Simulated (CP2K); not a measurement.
Crystal: BiTe.

```
Bi Te
1.0
     4.57498    0.00000    0.00000
     2.28749    3.96205    0.00000
     2.28749    1.32068    3.73546
Bi Te
1 1
Cartesian
  0.0000 0.0000 0.0000
  4.5750 2.6414 1.8677
```

Base run:

- Program: CP2K 2026.2
- Functional: vdW-DF2
- Potentials or basis: POTENTIAL_UZH Bi GTH-PBE-q5, Te GTH-PBE-q6; TZVP-MOLOPT-PBE-GTH basis
- Density cutoff: 9184 eV
- k mesh: 7 × 7 × 7
- Occupations: fermi-dirac, width 0.05 eV
- Spin: no spin polarisation

Its results: band gap on the k mesh none (metal or under the smearing width); pressure 6.3 GPa.

**Question.** After a change of settings the same cell gave: band gap on the k mesh none (metal or under the smearing width); pressure 2.2 GPa. Which change was it?
A. functional from vdW-DF2 to TPSS
B. functional from vdW-DF2 to HLE16
C. functional from vdW-DF2 to PBEsol
D. functional from vdW-DF2 to LDA

**Answer.** A.

Caveats: the potentials were made for another functional, which shifts forces and pressure; spin-orbit coupling is left out, which moves the levels of the heavy elements; the basis of atomic orbitals isn't converged, which shifts pressures, moduli and gaps.

Runs at the PBE level aren't shown here.
